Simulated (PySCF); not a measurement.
# C6H12NOPSi: the cost of one run

Computed with PySCF 2.14.0 and routines of our own; the level stands in each step. Atoms count from 0.

## 1. The starting structure

22 atoms, charge 0, multiplicity 1; geometry from: GFN2-xTB.

## 2. Vibronic structure: TDA PBE0/def2-SV(P)

What the job is given:

```
{"job": {"kind": "vib", "xc": "PBE0", "basis": "def2-SV(P)", "tda": true}, "charge": 0, "multiplicity": 1}
C     -1.830415     1.949394    -0.492766
C     -0.758010     0.994584    -0.097390
C      0.522738     1.323424     0.128796
P      1.476685    -0.138155     0.619725
N      2.399734    -0.210388     1.882985
C      2.647342    -0.504583    -0.762148
O      3.519957    -1.505776    -0.359774
C     -0.003021    -1.177196     0.419406
C     -1.066493    -0.436257     0.065988
Si    -2.789964    -1.155342    -0.194996
H     -2.220459     1.686584    -1.475292
H     -1.451444     2.968128    -0.525371
H     -2.657173     1.900236     0.214439
H      0.932614     2.318052     0.068211
H      1.938847    -0.011197     2.760019
H      3.180467     0.433461    -0.993842
H      2.107973    -0.836669    -1.654547
H      3.713653    -1.338290     0.578585
H     -0.011209    -2.240448     0.594483
H     -2.714843    -2.601465     0.001212
H     -3.238535    -0.844165    -1.554626
H     -3.708855    -0.554548     0.776055
```

Method: TDA PBE0/def2-SV(P) vertical-gradient vibronic structure (displaced harmonic oscillators, Condon), gas phase.

Command:

```sh
OMP_NUM_THREADS=1 python excited_run.py task.json out
```

One launch serves the whole session: the jobs run in the order shown.

**Question.** How long does this job take on 1 thread of Arm Neoverse V1, shared host, and how much memory does it need?

About 56 s, with a peak of 1.1 GiB.
